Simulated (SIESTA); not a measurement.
# Ni in SIESTA: notebook, part 2 of 2

SIESTA 5.4.2. The steps go on from the part before.

## 3. Band structure, PW91, collinear spin, ferromagnetic start

Input file Ni.fdf:

```
SystemName                      Ni
SystemLabel                     Ni
NumberOfSpecies                 1
NumberOfAtoms                   6
%block ChemicalSpeciesLabel
  1  28 Ni
%endblock ChemicalSpeciesLabel

LatticeConstant                 1.0 Ang
%block LatticeVectors
     2.5002588676     0.0000000000     0.0000000000
    -1.2501294338     2.1652876954     0.0000000000
     0.0000000000     0.0000000000    25.2072640841
%endblock LatticeVectors
AtomicCoordinatesFormat         Fractional
%block AtomicCoordinatesAndAtomicSpecies
     0.6666666667     0.3333333333     0.2975332815  1  Ni
     0.3333333333     0.6666666667     0.3785199689  1  Ni
     0.0000000000     0.0000000000     0.4595066563  1  Ni
     0.6666666667     0.3333333333     0.5404933437  1  Ni
     0.3333333333     0.6666666667     0.6214800311  1  Ni
     0.0000000000     0.0000000000     0.7024667185  1  Ni
%endblock AtomicCoordinatesAndAtomicSpecies

%block kgrid.MonkhorstPack
    8   0   0  0.0
    0   8   0  0.0
    0   0   1  0.0
%endblock kgrid.MonkhorstPack
XC.Functional                   GGA
XC.Authors                      PW91
PAO.BasisSize                   DZP
PAO.EnergyShift                 0.003 Ry
Mesh.Cutoff                     800 Ry
Spin                            polarized
%block DM.InitSpin
    1   1.000
    2   1.000
    3   1.000
    4   1.000
    5   1.000
    6   1.000
%endblock DM.InitSpin
OccupationFunction              FD
ElectronicTemperature           0.05 eV
Slab.DipoleCorrection           vacuum
MaxSCFIterations                200
SCF.MustConverge                false
SCF.Mixer.Method                Pulay
SCF.Mixer.Weight                0.1
SCF.Mixer.History               10
SCF.DM.Tolerance                5.0e-05
SCF.H.Tolerance                 1.0e-03 eV
WriteForces                     true
Charge.Mulliken                 end
BandLinesScale                  ReciprocalLatticeVectors
%block BandLines
    1    0.000000   0.000000   0.000000  \Gamma
   14    0.500000   0.000000   0.000000  M
    8    0.333333   0.333333   0.000000  K
   16    0.000000   0.000000   0.000000  \Gamma
    2    0.000000   0.000000   0.500000  A
   14    0.500000   0.000000   0.500000  L
    8    0.333333   0.333333   0.500000  H
   16    0.000000   0.000000   0.500000  A
    1    0.500000   0.000000   0.500000  L
    2    0.500000   0.000000   0.000000  M
    1    0.333333   0.333333   0.000000  K
    2    0.333333   0.333333   0.500000  H
%endblock BandLines
%block PAO.Basis
  Ni 5
  n=3 0 2
    2.432 0.000
  n=4 0 2
    7.095 0.000
  n=3 1 2
    2.716 0.000
  n=4 1 1
    7.095
  n=3 2 2
    4.466 0.000
%endblock PAO.Basis
```

Potentials or basis: PseudoDojo 0.4 standard (PBE files), DZP (energy shift 0.003 Ry; two zetas on semicore shells).

Run with:

```console
> siesta < Ni.fdf > Ni.out 2>&1
```

Ni.out:

```text
Version         : 5.4.2

[... 6 lines left out ...]
 NOTE: Please see the manual for full details and compatibility measures.

reinit: Reading from standard input
reinit: Dumping input in INPUT_TMP.39002
************************** Dump of input data file ****************************
SystemName                      Ni
SystemLabel                     Ni
NumberOfSpecies                 1
NumberOfAtoms                   6
%block ChemicalSpeciesLabel
  1  28 Ni
%endblock ChemicalSpeciesLabel
LatticeConstant                 1.0 Ang
%block LatticeVectors
     2.5002588676     0.0000000000     0.0000000000
    -1.2501294338     2.1652876954     0.0000000000
     0.0000000000     0.0000000000    25.2072640841
%endblock LatticeVectors
AtomicCoordinatesFormat         Fractional
%block AtomicCoordinatesAndAtomicSpecies
     0.6666666667     0.3333333333     0.2975332815  1  Ni
     0.3333333333     0.6666666667     0.3785199689  1  Ni
     0.0000000000     0.0000000000     0.4595066563  1  Ni
     0.6666666667     0.3333333333     0.5404933437  1  Ni
     0.3333333333     0.6666666667     0.6214800311  1  Ni
     0.0000000000     0.0000000000     0.7024667185  1  Ni
%endblock AtomicCoordinatesAndAtomicSpecies
%block kgrid.MonkhorstPack
    8   0   0  0.0
    0   8   0  0.0
    0   0   1  0.0
%endblock kgrid.MonkhorstPack
XC.Functional                   GGA
XC.Authors                      PW91
PAO.BasisSize                   DZP
PAO.EnergyShift                 0.003 Ry
Mesh.Cutoff                     800 Ry
Spin                            polarized
%block DM.InitSpin
    1   1.000
    2   1.000
[... 691 lines left out ...]
siesta:          -0.00024613         -0.00018640  Ry/Bohr**3
siesta:          -0.02259883         -0.01711446  eV/Ang**3
siesta:         -36.20732110        -27.42038506  kBar

Basis Enthalpy Calculation:
    Basis Pressure for species 1(Ni) :      0.2000000 GPa

    Orbital volume contribution        =           4.493117 eV
    (Free)E + p_basis*V_orbitals       =      -27400.338675 eV
    (Free)Eharris+ p_basis*V_orbitals  =      -27400.338673 eV

mulliken: Atomic and Orbital Populations:

mulliken: Spin UP

Species: Ni
Atom  Qatom  Qorb
               3s      3s      4s      4s      3py     3pz     3px     3py
               3pz     3px     4py     4pz     4px     3dxy    3dyz    3dz2
               3dxz    3dx2-y2 3dxy    3dyz    3dz2    3dxz    3dx2-y2
   1  9.330   0.979   0.016   0.269  -0.055   0.993   0.993   0.993   0.011
              0.010   0.011   0.155   0.092   0.155   1.022   1.033   1.021

              1.033   1.022  -0.088  -0.085  -0.077  -0.085  -0.088
   2  9.406   0.970   0.017   0.477  -0.193   0.991   0.991   0.991   0.014
              0.013   0.014   0.138   0.159   0.138   1.021   1.033   1.012
[... 13 lines left out ...]
              1.033   1.021  -0.087  -0.087  -0.087  -0.087  -0.087
   6  9.330   0.979   0.016   0.269  -0.055   0.993   0.993   0.993   0.011
              0.010   0.011   0.155   0.092   0.155   1.022   1.033   1.021

              1.033   1.022  -0.088  -0.085  -0.077  -0.085  -0.088

mulliken: Qtot =       56.158

mulliken: Spin DOWN

Species: Ni
Atom  Qatom  Qorb
               3s      3s      4s      4s      3py     3pz     3px     3py
               3pz     3px     4py     4pz     4px     3dxy    3dyz    3dz2
               3dxz    3dx2-y2 3dxy    3dyz    3dz2    3dxz    3dx2-y2
   1  8.574   0.976   0.017   0.287  -0.065   0.992   0.993   0.992   0.012
              0.011   0.012   0.169   0.104   0.169   0.867   0.951   0.842

              0.951   0.867  -0.120  -0.115  -0.104  -0.115  -0.120
   2  8.691   0.968   0.018   0.490  -0.200   0.990   0.990   0.990   0.015
              0.014   0.015   0.154   0.173   0.154   0.898   0.922   0.866
[... 13 lines left out ...]
              0.922   0.898  -0.117  -0.118  -0.117  -0.118  -0.117
   6  8.574   0.976   0.017   0.287  -0.065   0.992   0.993   0.992   0.012
              0.011   0.012   0.169   0.104   0.169   0.867   0.951   0.842

              0.951   0.867  -0.120  -0.115  -0.104  -0.115  -0.120

mulliken: Qtot =       51.842

Mulliken Atomic Populations:
Atom #   charge [q] valence [e]      Sz [e]  Species
     1     0.095963   17.904037    0.755296  Ni
     2    -0.096978   18.096978    0.715133  Ni
     3     0.001049   17.998951    0.687253  Ni
     4     0.000940   17.999060    0.687260  Ni
     5    -0.096948   18.096948    0.715138  Ni
     6     0.095973   17.904027    0.755291  Ni
 Total    -0.000000                4.315371

siesta: Electric dipole (a.u.)  =   -0.000000   -0.000000   -0.000000
siesta: Electric dipole (Debye) =   -0.000000   -0.000000   -0.000000

Job completed
```

Run time: 3.9 min. Hardware: 1 thread of Intel Xeon Platinum 8488C (Sapphire Rapids), shared host; peak memory 0.5 GiB.

What came out:

```
Free energy            : -27404.8318 eV
Largest force          : 0.301 eV/Å
Band gap on the k mesh : none (metal or under the smearing width)
Net moment             : 4.32 μB per cell
Site moments           : Ni +0.76, +0.72, +0.69 μB
```

Forces on the atoms (eV/Å):
```
Ni   0.000  0.000  0.299
Ni   0.000  0.000 -0.131
Ni   0.000  0.000 -0.010
Ni   0.000  0.000  0.008
Ni   0.000  0.000  0.131
Ni   0.000  0.000 -0.301
```

Levels at the corners of the path, in eV from the Fermi level:
Spin up:
```csv
point,band 53,band 54,band 55,band 56,band 57,band 58,band 59,band 60,band 61,band 62
Γ,-1.26,-1.02,-1.02,-0.82,-0.82,-0.73,-0.73,-0.33,0.13,6.60
M,-0.59,-0.59,0.19,1.13,1.85,2.25,2.39,2.43,5.85,6.59
K,-0.87,-0.84,4.69,4.70,4.70,4.97,4.97,5.71,5.75,6.92
Γ,-1.26,-1.02,-1.02,-0.82,-0.82,-0.73,-0.73,-0.33,0.13,6.60
A,-1.26,-1.02,-1.02,-0.82,-0.82,-0.73,-0.73,-0.33,0.13,6.60
L,-0.59,-0.59,0.19,1.13,1.85,2.25,2.39,2.43,5.85,6.59
H,-0.87,-0.84,4.69,4.70,4.70,4.97,4.97,5.71,5.75,6.92
A,-1.26,-1.02,-1.02,-0.82,-0.82,-0.73,-0.73,-0.33,0.13,6.60
L,-0.59,-0.59,0.19,1.13,1.85,2.25,2.39,2.43,5.85,6.59
M,-0.59,-0.59,0.19,1.13,1.85,2.25,2.39,2.43,5.85,6.59
K,-0.87,-0.84,4.69,4.70,4.70,4.97,4.97,5.71,5.75,6.92
H,-0.87,-0.84,4.69,4.70,4.70,4.97,4.97,5.71,5.75,6.92
```
Spin down:
```tsv
point	band 49	band 50	band 51	band 52	band 53	band 54
Γ	-0.66	-0.62	-0.62	-0.46	-0.46	-0.20
M	0.17	0.21	0.25	0.33	0.42	0.43
K	-0.03	-0.03	0.00	0.10	0.10	0.11
Γ	-0.66	-0.62	-0.62	-0.46	-0.46	-0.20
A	-0.66	-0.62	-0.62	-0.46	-0.46	-0.20
L	0.17	0.21	0.25	0.33	0.42	0.43
H	-0.03	-0.03	0.00	0.10	0.10	0.11
A	-0.66	-0.62	-0.62	-0.46	-0.46	-0.20
L	0.17	0.21	0.25	0.33	0.42	0.43
M	0.17	0.21	0.25	0.33	0.42	0.43
K	-0.03	-0.03	0.00	0.10	0.10	0.11
H	-0.03	-0.03	0.00	0.10	0.10	0.11
```

Caveat: the k mesh is coarse (spacing up to 0.36 Å⁻¹), so the values aren't converged; short orbitals over semicore shells can move pressures by several GPa; the potentials were made for another functional, which shifts forces and pressure; the basis of atomic orbitals isn't converged, which shifts pressures, moduli and gaps.

## 4. Band structure, revPBE, collinear spin, ferromagnetic start

Edit Ni.fdf of step 3 so:

```diff
@@ -30,3 +30,3 @@
 XC.Functional                   GGA
-XC.Authors                      PW91
+XC.Authors                      revPBE
 PAO.BasisSize                   DZP
@@ -75,3 +75,3 @@
   n=4 0 2
-    7.095 0.000
+    7.138 0.000
   n=3 1 2
@@ -79,5 +79,5 @@
   n=4 1 1
-    7.095
+    7.138
   n=3 2 2
-    4.466 0.000
+    4.449 0.000
 %endblock PAO.Basis
```

Run with:

```console
> siesta < Ni.fdf > Ni.out 2>&1
```

It took 5.3 min on 1 thread of Intel Xeon Platinum 8488C (Sapphire Rapids), shared host; peak memory 0.51 GiB.

The run converged. Its results:

```yaml
Free_energy: -27396.3567 eV
Largest_force: 0.133 eV/Å
Band_gap_on_the_k_mesh: none (metal or under the smearing width)
Net_moment: 4.32 μB per cell
Site_moments: Ni +0.75, +0.72, +0.69 μB
```

Forces in eV/Å, atoms in the order of the input:
```
Ni   0.000  0.000  0.132
Ni   0.000  0.000 -0.127
Ni   0.000  0.000 -0.009
Ni   0.000  0.000  0.007
Ni   0.000  0.000  0.131
Ni   0.000  0.000 -0.133
```

Stress tensor (GPa, compression positive):
```
-1.68  0.00  0.00
 0.00 -1.68  0.00
 0.00  0.00 -0.65
```

Levels at the corners of the path, in eV from the Fermi level:
Spin up:
```tsv
point	band 55	band 56	band 57	band 58	band 59	band 60
Γ	-1.01	-0.81	-0.81	-0.73	-0.73	-0.33
M	0.17	1.11	1.84	2.25	2.39	2.42
K	4.67	4.68	4.68	4.94	4.94	5.71
Γ	-1.01	-0.81	-0.81	-0.73	-0.73	-0.33
A	-1.01	-0.81	-0.81	-0.73	-0.73	-0.33
L	0.17	1.11	1.84	2.25	2.39	2.42
H	4.67	4.68	4.68	4.94	4.94	5.71
A	-1.01	-0.81	-0.81	-0.73	-0.73	-0.33
L	0.17	1.11	1.84	2.25	2.39	2.42
M	0.17	1.11	1.84	2.25	2.39	2.42
K	4.67	4.68	4.68	4.94	4.94	5.71
H	4.67	4.68	4.68	4.94	4.94	5.71
```
Spin down:
| point | band 47 | band 48 | band 49 | band 50 | band 51 | band 52 | band 53 | band 54 | band 55 | band 56 |
| --- | --- | --- | --- | --- | --- | --- | --- | --- | --- | --- |
| Γ | -1.33 | -0.65 | -0.65 | -0.61 | -0.61 | -0.45 | -0.45 | -0.20 | -0.20 | -0.20 |
| M | 0.06 | 0.06 | 0.17 | 0.20 | 0.25 | 0.33 | 0.41 | 0.43 | 0.48 | 1.40 |
| K | -0.62 | -0.62 | -0.03 | -0.03 | 0.00 | 0.10 | 0.10 | 0.11 | 4.94 | 4.95 |
| Γ | -1.33 | -0.65 | -0.65 | -0.61 | -0.61 | -0.45 | -0.45 | -0.20 | -0.20 | -0.20 |
| A | -1.33 | -0.65 | -0.65 | -0.61 | -0.61 | -0.45 | -0.45 | -0.20 | -0.20 | -0.20 |
| L | 0.06 | 0.06 | 0.17 | 0.20 | 0.25 | 0.33 | 0.41 | 0.43 | 0.48 | 1.40 |
| H | -0.62 | -0.62 | -0.03 | -0.03 | 0.00 | 0.10 | 0.10 | 0.11 | 4.94 | 4.95 |
| A | -1.33 | -0.65 | -0.65 | -0.61 | -0.61 | -0.45 | -0.45 | -0.20 | -0.20 | -0.20 |
| L | 0.06 | 0.06 | 0.17 | 0.20 | 0.25 | 0.33 | 0.41 | 0.43 | 0.48 | 1.40 |
| M | 0.06 | 0.06 | 0.17 | 0.20 | 0.25 | 0.33 | 0.41 | 0.43 | 0.48 | 1.40 |
| K | -0.62 | -0.62 | -0.03 | -0.03 | 0.00 | 0.10 | 0.10 | 0.11 | 4.94 | 4.95 |
| H | -0.62 | -0.62 | -0.03 | -0.03 | 0.00 | 0.10 | 0.10 | 0.11 | 4.94 | 4.95 |

Caveat: the k mesh is coarse (spacing up to 0.36 Å⁻¹), so the values aren't converged; short orbitals over semicore shells can move pressures by several GPa; the potentials were made for another functional, which shifts forces and pressure; the basis of atomic orbitals isn't converged, which shifts pressures, moduli and gaps.

## 5. Band structure, RPBE, collinear spin, ferromagnetic start

Edit Ni.fdf of step 4 so:

```diff
@@ -30,3 +30,3 @@
 XC.Functional                   GGA
-XC.Authors                      revPBE
+XC.Authors                      RPBE
 PAO.BasisSize                   DZP
@@ -75,3 +75,3 @@
   n=4 0 2
-    7.138 0.000
+    7.167 0.000
   n=3 1 2
@@ -79,3 +79,3 @@
   n=4 1 1
-    7.138
+    7.167
   n=3 2 2
```

Run with:

```console
> siesta < Ni.fdf > Ni.out 2>&1
```

Wall time 5.2 min (1 thread of Intel Xeon Platinum 8488C (Sapphire Rapids), shared host); peak memory 0.51 GiB.

The run converged. Its results:

```yaml
Free_energy: -27398.4769 eV
Largest_force: 0.126 eV/Å
Band_gap_on_the_k_mesh: none (metal or under the smearing width)
Net_moment: 4.32 μB per cell
Site_moments: Ni +0.75, +0.72, +0.69 μB
```

Forces in eV/Å, atoms in the order of the input:
```
Ni   0.000  0.000  0.073
Ni   0.000  0.000 -0.121
Ni   0.000  0.000 -0.009
Ni   0.000  0.000  0.007
Ni   0.000  0.000  0.126
Ni   0.000  0.000 -0.074
```

Stress tensor (GPa, compression positive):
```
-0.87  0.00  0.00
 0.00 -0.87  0.00
 0.00  0.00  0.02
```

Levels at the corners of the path, in eV from the Fermi level:
Spin up:
```tsv
point	band 55	band 56	band 57	band 58	band 59	band 60
Γ	-1.01	-0.82	-0.82	-0.73	-0.73	-0.33
M	0.16	1.11	1.84	2.25	2.40	2.43
K	4.67	4.68	4.68	4.94	4.94	5.71
Γ	-1.01	-0.82	-0.82	-0.73	-0.73	-0.33
A	-1.01	-0.82	-0.82	-0.73	-0.73	-0.33
L	0.16	1.11	1.84	2.25	2.40	2.43
H	4.67	4.68	4.68	4.94	4.94	5.71
A	-1.01	-0.82	-0.82	-0.73	-0.73	-0.33
L	0.16	1.11	1.84	2.25	2.40	2.43
M	0.16	1.11	1.84	2.25	2.40	2.43
K	4.67	4.68	4.68	4.94	4.94	5.71
H	4.67	4.68	4.68	4.94	4.94	5.71
```
Spin down:
| point | band 48 | band 49 | band 50 | band 51 | band 52 | band 53 | band 54 | band 55 |
| --- | --- | --- | --- | --- | --- | --- | --- | --- |
| Γ | -0.65 | -0.65 | -0.61 | -0.61 | -0.46 | -0.46 | -0.21 | -0.21 |
| M | 0.06 | 0.17 | 0.20 | 0.25 | 0.33 | 0.41 | 0.43 | 0.48 |
| K | -0.62 | -0.02 | -0.02 | 0.00 | 0.10 | 0.10 | 0.11 | 4.93 |
| Γ | -0.65 | -0.65 | -0.61 | -0.61 | -0.46 | -0.46 | -0.21 | -0.21 |
| A | -0.65 | -0.65 | -0.61 | -0.61 | -0.46 | -0.46 | -0.21 | -0.21 |
| L | 0.06 | 0.17 | 0.20 | 0.25 | 0.33 | 0.41 | 0.43 | 0.48 |
| H | -0.62 | -0.02 | -0.02 | 0.00 | 0.10 | 0.10 | 0.11 | 4.93 |
| A | -0.65 | -0.65 | -0.61 | -0.61 | -0.46 | -0.46 | -0.21 | -0.21 |
| L | 0.06 | 0.17 | 0.20 | 0.25 | 0.33 | 0.41 | 0.43 | 0.48 |
| M | 0.06 | 0.17 | 0.20 | 0.25 | 0.33 | 0.41 | 0.43 | 0.48 |
| K | -0.62 | -0.02 | -0.02 | 0.00 | 0.10 | 0.10 | 0.11 | 4.93 |
| H | -0.62 | -0.02 | -0.02 | 0.00 | 0.10 | 0.10 | 0.11 | 4.93 |

Caveat: the k mesh is coarse (spacing up to 0.36 Å⁻¹), so the values aren't converged; short orbitals over semicore shells can move pressures by several GPa; the potentials were made for another functional, which shifts forces and pressure; the basis of atomic orbitals isn't converged, which shifts pressures, moduli and gaps.

## 6. Band structure, BLYP, collinear spin, ferromagnetic start

Edit Ni.fdf of step 5 so:

```diff
@@ -30,3 +30,3 @@
 XC.Functional                   GGA
-XC.Authors                      RPBE
+XC.Authors                      BLYP
 PAO.BasisSize                   DZP
@@ -73,11 +73,11 @@
   n=3 0 2
-    2.432 0.000
+    2.437 0.000
   n=4 0 2
-    7.167 0.000
+    7.025 0.000
   n=3 1 2
-    2.716 0.000
+    2.721 0.000
   n=4 1 1
-    7.167
+    7.025
   n=3 2 2
-    4.449 0.000
+    4.511 0.000
 %endblock PAO.Basis
```

Potentials or basis: PseudoDojo 0.4 standard (PBE files), DZP (energy shift 0.003 Ry; two zetas on semicore shells).

Run with:

```console
> siesta < Ni.fdf > Ni.out 2>&1
```

Wall time 4.2 min (1 thread of Intel Xeon Platinum 8488C (Sapphire Rapids), shared host); peak memory 0.49 GiB.

The run converged. Its results:

| Property | Result |
| --- | --- |
| Free energy | -27372.6596 eV |
| Largest force | 0.137 eV/Å |
| Band gap on the k mesh | none (metal or under the smearing width) |
| Net moment | 4.31 μB per cell |
| Site moments | Ni +0.76, +0.71, +0.69 μB |

Forces in eV/Å, atoms in the order of the input:
```
Ni   0.000  0.000  0.014
Ni   0.000  0.000 -0.136
Ni   0.000  0.000 -0.013
Ni   0.000  0.000  0.013
Ni   0.000  0.000  0.137
Ni   0.000  0.000 -0.016
```

Stress tensor (GPa, compression positive):
```
-0.02  0.00  0.00
 0.00 -0.02  0.00
 0.00  0.00  0.88
```

Levels at the corners of the path, in eV from the Fermi level:
Spin up:
```
point  band 54  band 55  band 56  band 57  band 58  band 59  band 60  band 61
    Γ    -1.00    -1.00    -0.80    -0.80    -0.71    -0.71    -0.27     0.24
    M    -0.56     0.34     1.25     1.95     2.35     2.51     2.53     5.87
    K    -0.82     4.81     4.82     4.82     5.09     5.09     5.79     5.85
    Γ    -1.00    -1.00    -0.80    -0.80    -0.71    -0.71    -0.27     0.24
    A    -1.00    -1.00    -0.80    -0.80    -0.71    -0.71    -0.27     0.24
    L    -0.56     0.34     1.25     1.95     2.35     2.51     2.53     5.87
    H    -0.82     4.81     4.82     4.82     5.09     5.09     5.79     5.85
    A    -1.00    -1.00    -0.80    -0.80    -0.71    -0.71    -0.27     0.24
    L    -0.56     0.34     1.25     1.95     2.35     2.51     2.53     5.87
    M    -0.56     0.34     1.25     1.95     2.35     2.51     2.53     5.87
    K    -0.82     4.81     4.82     4.82     5.09     5.09     5.79     5.85
    H    -0.82     4.81     4.82     4.82     5.09     5.09     5.79     5.85
```
Spin down:
| point | band 47 | band 48 | band 49 | band 50 | band 51 | band 52 | band 53 | band 54 | band 55 | band 56 |
| --- | --- | --- | --- | --- | --- | --- | --- | --- | --- | --- |
| Γ | -1.30 | -0.68 | -0.68 | -0.63 | -0.63 | -0.47 | -0.47 | -0.21 | -0.21 | -0.11 |
| M | 0.05 | 0.13 | 0.17 | 0.20 | 0.26 | 0.33 | 0.42 | 0.43 | 0.60 | 1.55 |
| K | -0.63 | -0.63 | -0.03 | -0.03 | 0.01 | 0.10 | 0.10 | 0.11 | 5.10 | 5.12 |
| Γ | -1.30 | -0.68 | -0.68 | -0.63 | -0.63 | -0.47 | -0.47 | -0.21 | -0.21 | -0.11 |
| A | -1.30 | -0.68 | -0.68 | -0.63 | -0.63 | -0.47 | -0.47 | -0.21 | -0.21 | -0.11 |
| L | 0.05 | 0.13 | 0.17 | 0.20 | 0.26 | 0.33 | 0.42 | 0.43 | 0.60 | 1.55 |
| H | -0.63 | -0.63 | -0.03 | -0.03 | 0.01 | 0.10 | 0.10 | 0.11 | 5.10 | 5.12 |
| A | -1.30 | -0.68 | -0.68 | -0.63 | -0.63 | -0.47 | -0.47 | -0.21 | -0.21 | -0.11 |
| L | 0.05 | 0.13 | 0.17 | 0.20 | 0.26 | 0.33 | 0.42 | 0.43 | 0.60 | 1.55 |
| M | 0.05 | 0.13 | 0.17 | 0.20 | 0.26 | 0.33 | 0.42 | 0.43 | 0.60 | 1.55 |
| K | -0.63 | -0.63 | -0.03 | -0.03 | 0.01 | 0.10 | 0.10 | 0.11 | 5.10 | 5.12 |
| H | -0.63 | -0.63 | -0.03 | -0.03 | 0.01 | 0.10 | 0.10 | 0.11 | 5.10 | 5.12 |

Caveat: the k mesh is coarse (spacing up to 0.36 Å⁻¹), so the values aren't converged; short orbitals over semicore shells can move pressures by several GPa; the potentials were made for another functional, which shifts forces and pressure; the basis of atomic orbitals isn't converged, which shifts pressures, moduli and gaps.

## 7. Overview

| level | gap on the mesh (eV) | moment (μB) | largest force (eV/Å) |
| --- | --- | --- | --- |
| PBE | none | 4.32 | 0.29 |
| PW91 | none | 4.32 | 0.30 |
| revPBE | none | 4.32 | 0.13 |
| RPBE | none | 4.32 | 0.13 |
| BLYP | none | 4.31 | 0.14 |

Alike in all rows: task band structure; potentials or basis PseudoDojo 0.4 standard (PBE files), DZP (energy shift 0.003 Ry; two zetas on semicore shells); spin collinear, ferromagnetic start; cell as given; k mesh 8 × 8 × 1; smearing fermi-dirac 0.05 eV; grid cutoff 800 Ry; energy shift 0.003 Ry; the mesh is coarse, so values aren't converged.

Caveats: all runs use coarse meshes; short orbitals over semicore shells can move pressures by several GPa; the basis of atomic orbitals isn't converged, which shifts pressures, moduli and gaps; the potentials were made for another functional, which shifts forces and pressure (some runs).

Total energies depend on the potentials used, so only differences within one code and one set of settings carry meaning.
